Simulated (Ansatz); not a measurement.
# CH5AsSi (SMILES C1[SiH2][AsH]1): PBE0/def2-SVP

Aim: the energy change on altering one bond length of CH5AsSi at PBE0/def2-SVP, from 2 runs. 

The results are computed with Ansatz 0.2.0.

78 further runs of the same task are left out: 78 set aside as unsound or not needed.

### Step 1. Starting point

CH5AsSi: 8 atoms, total charge 0, spin state singlet. As SMILES, `C1[SiH2][AsH]1`. The shape is that of a PBE0-D4/def2-TZVP optimisation.

Bond lengths: C1–Si2 1.843 Å, C1–As3 2.046 Å, Si2–As3 2.317 Å, C1–H4 1.084 Å, C1–H5 1.086 Å, Si2–H6 1.480 Å, Si2–H7 1.479 Å, As3–H8 1.526 Å. Some angles: C1–Si2–As3 57.6°, Si2–C1–As3 72.9°, C1–As3–Si2 49.5°, C1–Si2–H6 117.5°, C1–Si2–H7 118.2°, As3–Si2–H6 118.8°, As3–Si2–H7 119.8°, Si2–C1–H4 121.0°, Si2–C1–H5 118.1°, As3–C1–H4 114.8°.

### Step 2. A single-point energy at PBE0/def2-SVP

File job.yaml:

```yaml
crystal:
  periodic: [false, false, false]
  atoms:
    - {symbol: C, position_ang: [-0.770300, 0.017900, -0.576000]}
    - {symbol: Si, position_ang: [0.707800, 0.663100, 0.315700]}
    - {symbol: As, position_ang: [-0.538100, -1.122700, 1.107200]}
    - {symbol: H, position_ang: [-0.667200, -0.524000, -1.509300]}
    - {symbol: H, position_ang: [-1.690700, 0.591800, -0.522300]}
    - {symbol: H, position_ang: [0.581300, 1.973900, 0.990500]}
    - {symbol: H, position_ang: [2.040800, 0.422300, -0.277100]}
    - {symbol: H, position_ang: [0.428400, -2.079400, 0.415600]}
basis:
  gaussian:
    orbitals: def2-SVP
hamiltonian:
  xc: pbe0
accuracy: high
output:
  orbitals: {seedname: orbitals}
```

Command:

```sh
$ ansatz run job.yaml --threads 1 --pin off --max-ram 3480MiB --events-out events.jsonl --progress --plain --runs-dir runs
```

The program printed:

```text
Warning: RAYON_NUM_THREADS=1 ignored (pool sized by the plan → 1); use --threads N
Functional definition: PBE0
  name "PBE0"
  parameter a = 0.25
  parameter kappa = 0.804
  parameter beta = 0.06672455060314922
  exchange = (1 - a)*pbe_x(kappa = kappa, mu = beta*pi^2/3) + a*exact_x
  correlation = pbe_c(beta = beta)
1915 factors; integrals over basis functions are off by at most 4.8e-9 eV
mean field evaluation 1: about -69809.3574 eV, gradient 4.2e1 eV
mean field evaluation 2: about -69803.2996 eV, gradient 5.9e1 eV
mean field evaluation 4: about -69813.7910 eV, gradient 1.6e0 eV
mean field evaluation 8: about -69813.9419 eV, gradient 1.8e-1 eV
mean field evaluation 16: about -69813.9420 eV, gradient 2.8e-5 eV
mean field -69813.94201135 eV, -2565.6150473275 hartree, gradient 4.7e-8 eV, S^2 0.000000; 0 other end points of the search recorded, 0 dependent functions left out
reference -69813.94201365 eV, -2565.6150474120 hartree; 29, 29 occupied and 60, 60 virtual orbitals, 1915 factors
Total energy: -69813.94201365 eV, -2565.6150474120 hartree
```

It took 8.7 s on 1 thread of Arm Neoverse V1, shared host; peak memory 0.31 GiB.

### Step 3. The distorted shape

File in.yaml:

```yaml
crystal:
  periodic: [false, false, false]
  atoms:
    - symbol: C
      position_ang: [-1.836703, 0.210541, -0.101759]
    - symbol: Si
      position_ang: [-0.358603, 0.855741, 0.789941]
    - symbol: As
      position_ang: [-1.604503, -0.930059, 1.581441]
    - symbol: H
      position_ang: [-1.733603, -0.331359, -1.035059]
    - symbol: H
      position_ang: [-2.757103, 0.784441, -0.048059]
    - symbol: H
      position_ang: [-0.485103, 2.166541, 1.464741]
    - symbol: H
      position_ang: [2.040800, 0.422300, -0.277100]
    - symbol: H
      position_ang: [-0.638003, -1.886759, 0.889841]
basis:
  gaussian:
    orbitals: def2-SVP
hamiltonian:
  xc: {name: PBE0}
accuracy: high
output:
  orbitals: {seedname: orbitals}
```

Command:

```sh
$ ansatz run in.yaml --threads 1 --pin off --max-ram 3480MiB --events-out events.jsonl --progress --plain --runs-dir runs
```

The program printed (excerpt; [...] marks lines left out):

```text
Warning: RAYON_NUM_THREADS=1 ignored (pool sized by the plan → 1); use --threads N
[... 7 set-up lines as earlier in the session ...]
1893 factors; integrals over basis functions are off by at most 4.2e-9 eV
mean field evaluation 1: about -69805.9420 eV, gradient 4.3e1 eV
mean field evaluation 2: about -69798.7689 eV, gradient 6.2e1 eV
mean field evaluation 4: about -69810.3492 eV, gradient 5.5e0 eV
mean field evaluation 8: about -69810.6546 eV, gradient 1.5e-1 eV
mean field evaluation 16: about -69810.6548 eV, gradient 7.8e-5 eV
mean field -69810.65475739 eV, -2565.4942429726 hartree, gradient 6.6e-8 eV, S^2 0.000000; 0 other end points of the search recorded, 0 dependent functions left out
reference -69810.65475980 eV, -2565.4942430613 hartree; 29, 29 occupied and 60, 60 virtual orbitals, 1893 factors
Total energy: -69810.65475980 eV, -2565.4942430613 hartree
```

Wall time 8.7 s (1 thread of Arm Neoverse V1, shared host); peak memory 0.31 GiB.

### Step 4. Results

At PBE0/def2-SVP:

| quantity | value |
| --- | --- |
| first shape: total energy | -2565.61505 Eh |
| first shape: HOMO energy | -6.90 eV |
| first shape: LUMO energy | -0.12 eV |
| first shape: HOMO–LUMO gap | 6.78 eV |
| distorted shape: total energy | -2565.49424 Eh |
| distorted shape: HOMO energy | -7.01 eV |
| distorted shape: LUMO energy | -2.99 eV |
| distorted shape: HOMO–LUMO gap | 4.02 eV |
| energy change with the Si2–H7 bond stretched from 1.479 to 2.662 Å | 3.287 eV |

With the Si2–H7 bond stretched from 1.479 to 2.662 Å the energy rises by 3.29 eV (76 kcal/mol). The first shape isn't relaxed at this level, so the change isn't measured from a minimum. A restricted reference can't describe the breaking bond well at this length.
